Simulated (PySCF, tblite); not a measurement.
**C₇H₉FNP: infrared bands and NMR shifts**

Wanted: the infrared bands and NMR shifts of C₇H₉FNP (`CP(N)c1cccc(F)c1`), by calculation.

The runs use tblite 0.8.0 and PySCF 2.14.0, with density-fitted response routines of our own; the level of theory stands in each step. All values are computed, except where a source is named. Atoms count from 0, in the outputs and in this text.

## (1) Starting geometry

19 atoms, charge 0, multiplicity 1; geometry from: GFN2-xTB.

Bonds of the start (Å): C0–P1 1.85, P1–N2 1.73, P1–C3 1.84, C3–C4 1.39, C4–C5 1.38, C5–C6 1.38, C6–C7 1.38, C7–F8 1.35, C7–C9 1.38, C9–C3 1.39, C0–H10 1.09, C0–H11 1.09, C0–H12 1.09, N2–H13 1.02, N2–H14 1.02, C4–H15 1.08, C5–H16 1.08, C6–H17 1.08, C9–H18 1.08.

## (2) Infrared spectrum with GFN2-xTB

The job: settings as JSON, then the geometry in Å.

```
{"job": {"kind": "ir", "xc": "GFN2-xTB", "basis": "xTB"}, "charge": 0, "multiplicity": 1}
C     -2.206851    -1.277489     0.117931
P     -1.793103     0.423175     0.727067
N     -2.146192     1.240005    -0.752042
C      0.029699     0.277464     0.511460
C      0.664988     0.446869    -0.711909
C      2.036084     0.294132    -0.813693
C      2.791921    -0.032268     0.299843
C      2.145123    -0.189748     1.512190
F      2.873337    -0.504981     2.606649
C      0.779120    -0.033856     1.638787
H     -3.289078    -1.391630     0.074622
H     -1.805848    -2.011307     0.813265
H     -1.777678    -1.425406    -0.871409
H     -1.939175     2.231428    -0.662196
H     -3.137172     1.156839    -0.960539
H      0.075130     0.695370    -1.580772
H      2.524270     0.425733    -1.768071
H      3.861080    -0.161281     0.240226
H      0.304539    -0.153797     2.601457
```

**Question.** This job is followed by: GIAO PBE0/pcSseg-1 NMR shielding, non-relativistic, gas phase. Predict these results of the whole session: strongest single infrared mode (GFN2-xTB); zero-point energy (GFN2-xTB); 13C shifts against TMS (PBE0/pcSseg-1); 1H shifts against TMS (PBE0/pcSseg-1, means over atoms taken as alike); 31P shifts against H3PO4 (PBE0/pcSseg-1); 15N shifts against NH3 (PBE0/pcSseg-1); 19F shifts against CFCl3 (PBE0/pcSseg-1).

The runs gave:

| quantity | value |
| --- | --- |
| strongest single infrared mode (GFN2-xTB) | 1212 cm⁻¹, 114 km/mol |
| zero-point energy (GFN2-xTB) | 89.6 kcal/mol |
| 13C shifts against TMS (PBE0/pcSseg-1) | 172.3, 156.1, 135.9, 126.5, 124.3, 121.9, 27.3 ppm |
| 1H shifts against TMS (PBE0/pcSseg-1, means over atoms taken as alike) | 8.57, 7.77, 7.45, 7.31, 1.30, 0.35 ppm |
| 31P shifts against H3PO4 (PBE0/pcSseg-1) | 22.2 ppm |
| 15N shifts against NH3 (PBE0/pcSseg-1) | 33.3 ppm |
| 19F shifts against CFCl3 (PBE0/pcSseg-1) | -117.3 ppm |

No mode is imaginary among the 51: a minimum at this level. The strongest single mode, at 1212 cm⁻¹, is spread over many atoms; the largest shares are those of C7, C3. Unscaled tight-binding wavenumbers are off by several per cent, some by more. Its intensities can rank the bands wrongly. NICS(1)zz of -27 ppm above the planar ring from C3 marks a diatropic (aromatic) ring current.
